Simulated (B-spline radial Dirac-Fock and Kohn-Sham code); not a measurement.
# An X-ray data sheet for Pt⁵¹⁺, step by step

Aim: for Pt⁵¹⁺, compute its X-ray form factor and Compton profile, the binding energy of each subshell and how cheaper methods do for the levels.

The numbers are computed with B-spline radial Dirac-Fock and Kohn-Sham code (version 2): a free atom or ion on a radial basis; each step names its model.

**1. The system**

Pt⁵¹⁺, configuration [Ar] 3d9.

```yaml
nuclear_charge: 78
electrons: 27
mass_number: 195
nuclear_rms_radius: 5.427 fm
```

Outer shells as boxes (Hund's rule, for the drawing alone; heavy ions are jj-coupled, and the calculation averages over the configuration):

```
[Ar] core
3d [↑↓][↑↓][↑↓][↑↓][↑ ]
```

**2. Form factor and Compton profile**

Model: Dirac-Fock average of configuration, finite nucleus; form factor of the spherical density, Waller-Hartree incoherent function, impulse-approximation Compton profiles.

Recorded inputs:

```ini
task = scatter
Z = 78
charge = 51
configuration = 1s2 2s2 2p6 3s2 3p6 3d9
mass_number = 195
rms_radius = 5.427  # fm
s = [0.0, 0.08, 0.09, 0.12, 0.14, 0.18, 0.22, 0.27, 0.34, 0.42, 0.52, 0.64, 0.79, 0.98, 1.22, 1.51, 1.86, 2.31, 2.85, 3.53, 4.37, 5.41, 6.7]  # 1/A
pz = [0, 0.1, 0.14, 0.2, 0.28, 0.4, 0.56, 0.8, 1.1, 1.6, 2.2, 3.2, 4.5, 6.3, 8.9, 13.0, 18.0, 25.0, 36.0, 50.0, 71.0]  # a.u.
photon_energy = [1000, 2000, 8047.8, 20000, 30000, 50000, 200000, 500000]  # eV
```

The program writes no log. Results of the run, from its result record (rounded, main fields):

```text
status: converged
form_factor [e]: [27.0, 26.97, 26.963, 26.934, 26.91, 26.851, 26.777, 26.666, 26.472, 26.201, 25.788, 25.192, 24.312, 23.015, 21.169, 18.782, 15.918, 12.63, 9.5994, 7.192, 5.659, 4.6538, 3.6951]
incoherent: [1.1116e-11, 0.025065, 0.031715, 0.056329, 0.076611, 0.1264, 0.18838, 0.28271, 0.4455, 0.67379, 1.0188, 1.5129, 2.2366, 3.2873, 4.7551, 6.613, 8.8048, 11.34, 13.858, 16.319, 18.595, 20.665, 22.469]
compton_total [1/a.u.]: [0.85832, 0.85828, 0.85825, 0.85817, 0.85803, 0.85772, 0.85713, 0.85589, 0.85373, 0.84861, 0.83997, 0.8196, 0.7824, 0.7135, 0.59169, 0.40208, 0.24075, 0.12438, 0.051672, 0.021271, 0.007783]
shells: ["1s1/2", "2s1/2", "2p1/2", "2p3/2", "3s1/2", "3p1/2", "3p3/2", "3d3/2", "3d5/2"]
occupation: [2.0, 2.0, 2.0, 4.0, 2.0, 2.0, 4.0, 3.6, 5.4]
mean_momentum [a.u.]: [83.547, 29.947, 39.324, 34.238, 15.605, 18.54, 17.098, 20.435, 19.928]
r2 [bohr^2]: 0.62759
r_inverse [1/bohr]: 486.12
r1 [bohr]: 3.4867
coherent [b]: [484.42, 482.81, 451.94, 329.29, 231.26, 122.19, 13.714, 2.5872]
incoherent_cross_section [b]: [0.0084304, 0.033471, 0.50421, 2.413, 4.1168, 6.5291, 9.1221, 7.3544]
radial_jk:
  3d: {"j0": [1.0, 0.99853, 0.99814, 0.9967, 0.99552, 0.9926, 0.98897, 0.98343, 0.97385, 0.96037, 0.93991, 0.91042, 0.8668, 0.8026, 0.71125, 0.59322, 0.45192, 0.29045, 0.1439, 0.034019, -0.020035, -0.028585, -0.017511], "j2": [0.0, 0.00058634, 0.00074188, 0.0013175, 0.0017917, 0.0029555, 0.0044033, 0.0066053, 0.0104, 0.015711, 0.023711, 0.035102, 0.051634, 0.075224, 0.1071, 0.14481, 0.18338, 0.21462, 0.22203, 0.19589, 0.14101, 0.079339, 0.03333], "j4": [0.0, 1.3902e-07, 2.2262e-07, 7.0287e-07, 1.3011e-06, 3.548e-06, 7.8969e-06, 1.7845e-05, 4.4564e-05, 0.00010276, 0.00023785, 0.00053376, 0.0011977, 0.0026899, 0.0059518, 0.012381, 0.02394, 0.043662, 0.069841, 0.096957, 0.11149, 0.10323, 0.07573], "r2": 0.03111, "r4": 0.0016419, "r6": 0.00013186}
```

The scattering functions against s = sin θ / λ:

```csv
s (1/Å),f (e),f / N,S(s)
0,27.00,1.000,0
0.0900,26.96,0.999,0.03171
0.140,26.91,0.997,0.07661
0.220,26.78,0.992,0.1884
0.340,26.47,0.980,0.4455
0.520,25.79,0.955,1.019
0.790,24.31,0.900,2.237
1.22,21.17,0.784,4.755
1.86,15.92,0.590,8.805
2.85,9.599,0.356,13.86
4.37,5.659,0.210,18.60
6.70,3.695,0.137,22.47
```

**3. Core and valence levels**

Model: Dirac-Fock average of configuration, Delta-SCF, finite nucleus, first-order Breit with its frequency dependence, self-energy and vacuum polarisation.

The run's settings:

```ini
task = binding
```

The program writes no log. Results of the run, from its result record (rounded, main fields):

```text
status: converged
shells: ["K", "L1", "L2", "L3", "M1", "M2", "M3", "M4,5"]
total_energy_parts [Ha]: [-16398.1546, 21.5904534, -2.20388616, -0.424855459, 17.0429005, -3.26133429]
koopmans [eV]: [81828.3, 16852.1, 16257.8, 14514.6, 6012.46, 5754.48, 5343.2, 4889.59]
dirac_coulomb [eV]: [81777.4, 16834.2, 16235.9, 14495.7, 6009.81, 5751.22, 5340.58, 4885.88]
gaunt [eV]: [-299.662, -34.5584, -58.5018, -39.8222, -7.61031, -12.61, -8.50818, -5.11786]
retardation [eV]: [22.1945, 2.95786, 6.1684, 6.19993, 0.729129, 1.39067, 1.40004, 0.720579]
breit_frequency [eV]: [5.2372, -0.434325, -0.0687548, 2.37452, -0.113842, -0.136479, 0.526219, -0.00758793]
self_energy [eV]: [-180.256, -26.919, -0.731442, -2.25277, -6.61955, -0.39629, -0.678209, 0.206339]
vacuum_polarisation [eV]: [36.2788, 5.09879, 0.305417, -0.15855, 1.21952, 0.0888419, -0.0386881, -0.0419948]
binding [eV]: [81361.2, 16780.3, 16183.1, 14462.1, 5997.41, 5739.56, 5333.28, 4881.64]
mean_radius [bohr]: [0.0171471, 0.0714443, 0.0589424, 0.0672551, 0.181735, 0.171909, 0.185625, 0.165341]
```

total_energy_parts: Dirac-Coulomb, Gaunt, retardation, frequency dependence, self-energy, vacuum polarisation. 

The binding energies by parts, in eV; the parts add up.

```csv
level,-ε,relaxation,Breit,QED,binding
1s,81828.3,-50.87,-272.23,-143.98,81361.2
2s,16852.1,-17.88,-32.03,-21.82,16780.3
2p1/2,16257.8,-21.88,-52.40,-0.43,16183.1
2p3/2,14514.6,-18.83,-31.25,-2.41,14462.1
3s,6012.5,-2.66,-7.00,-5.40,5997.4
3p1/2,5754.5,-3.26,-11.36,-0.31,5739.6
3p3/2,5343.2,-2.62,-6.58,-0.72,5333.3
3d,4889.6,-3.70,-4.40,0.16,4881.6
```

X-ray lines as differences of these levels:

```csv
line,energy (eV)
Kβ1 (K-M3),76027.9
Kβ3 (K-M2),75621.6
Kα1 (K-L3),66899.1
Kα2 (K-L2),65178.1
Lβ3 (L1-M3),11447.0
Lβ4 (L1-M2),11040.8
Lη (L2-M1),10185.7
Lℓ (L3-M1),8464.6
```

**4. Dirac LDA, for comparison**

Model: Dirac-Kohn-Sham LDA (Slater exchange, VWN correlation), finite nucleus, spherical and without spin polarisation.

Recorded inputs:

```ini
task = binding-ladder
method = lda,vwn
relativity = dirac
```

The program writes no log. Results of the run, from its result record (rounded, main fields):

```text
status: converged
shells: ["K", "L1", "L2", "L3", "M1", "M2", "M3", "M4,5"]
minus_eigenvalue [eV]: [81130.1, 16584.0, 16038.8, 14300.5, 5891.95, 5655.25, 5249.13, 4814.28]
delta_scf [eV]: [81768.2, 16732.4, 16220.5, 14459.3, 5954.84, 5721.69, 5310.89, 4884.15]
total_energy [Ha]: -16391.0711
dirac_fock_binding [eV]: [81361.2, 16780.3, 16183.1, 14462.1, 5997.41, 5739.56, 5333.28, 4881.64]
```

Beside the Dirac-Fock ΔSCF result with Breit and QED, in eV:

```csv
level,-ε,miss,ΔSCF,miss,Dirac-Fock
K,81130.1,-231.1,81768.2,+407.0,81361.2
L1,16584.0,-196.3,16732.4,-47.9,16780.3
L2,16038.8,-144.3,16220.5,+37.5,16183.1
L3,14300.5,-161.6,14459.3,-2.8,14462.1
M1,5892.0,-105.5,5954.8,-42.6,5997.4
M2,5655.2,-84.3,5721.7,-17.9,5739.6
M3,5249.1,-84.2,5310.9,-22.4,5333.3
"M4,5",4814.3,-67.4,4884.1,+2.5,4881.6
```

**5. The levels by non-relativistic HF**

Model: non-relativistic Hartree-Fock, average of configuration, point nucleus.

Settings, as recorded:

```ini
task = binding-ladder
method = hf
relativity = nr
```

The program writes no log. Results of the run, from its result record (rounded, main fields):

```text
status: converged
shells: ["1s", "2s", "2p", "3s", "3p", "3d"]
minus_eigenvalue [eV]: [74594.6, 14874.7, 14399.9, 5469.08, 5252.5, 4874.36]
delta_scf [eV]: [74553.0, 14860.1, 14382.3, 5467.02, 5250.04, 4870.7]
total_energy [Ha]: -15323.9097
```

Against the Dirac-Fock value with Breit and QED (eV):

```csv
level,-ε,miss,ΔSCF,miss,Dirac-Fock
1s,74594.6,-6766.6,74553.0,-6808.3,81361.2
2s,14874.7,-1905.6,14860.1,-1920.2,16780.3
2p,14399.9,-635.8,14382.3,-653.4,15035.7
3s,5469.1,-528.3,5467.0,-530.4,5997.4
3p,5252.5,-216.2,5250.0,-218.7,5468.7
3d,4874.4,-7.3,4870.7,-10.9,4881.6
```

Spin-orbit partners are averaged with weights 2j + 1.

**6. Methods side by side**

| method | level | eigenvalue miss (%) | ΔSCF miss (%) | time |
| --- | --- | --- | --- | --- |
| Dirac LDA | K | -0.28 | +0.50 | 1.4 s |
| non-relativistic HF | 1s | -8.32 | -8.37 | 0.2 s |
| Dirac-Fock + Breit + QED | all | - | reference | 2.3 s |

Times cover the ground state and all hole states of a step, on one thread of a shared host; states solved in an earlier step are reused, and a first call can include compiling.

**7. What came out**

| quantity | value |
| --- | --- |
| rms radius of the electron cloud | 0.152 bohr |
| form factor halves at | 2.2 1/Å |
| Compton profile at zero | 0.8583 1/a.u. |
| deepest level listed, K (1s) | 81361.2 eV |
| least bound, M4,5 (3d) | 4881.6 eV |
| Kα1 | 66899.1 eV |
| ionisation energy, NIST (theoretical) | 4839.00 eV |
| Dirac LDA, K: eigenvalue / ΔSCF | 81130.1 / 81768.2 eV |
| non-relativistic HF, 1s: eigenvalue / ΔSCF | 74594.6 / 74553.0 eV |

The form factor starts at the 27 electrons and halves by s = 2.2 1/Å. Incoherent scattering outweighs coherent from 500 keV on, among the energies asked. The K (1s) level lies 50.9 eV under Koopmans' value by relaxation alone; Breit gives -272.23 and QED -143.98 eV. NIST's ionisation energy differs by -42.64 eV from the least binding energy; the calculation averages open shells over their j components and terms. Dirac LDA misses the K level by -0.3 % with its eigenvalue and by +0.5 % with ΔSCF. Breit and QED terms, which only the reference holds, shift this level by tenths of a per cent, so the eigenvalue's nearness can be cancellation. Non-relativistic HF misses the 1s level by -8.3 % with its eigenvalue and by -8.4 % with ΔSCF, as relativity is missing. The Hartree-Fock and Dirac-Fock values hold no electron correlation.
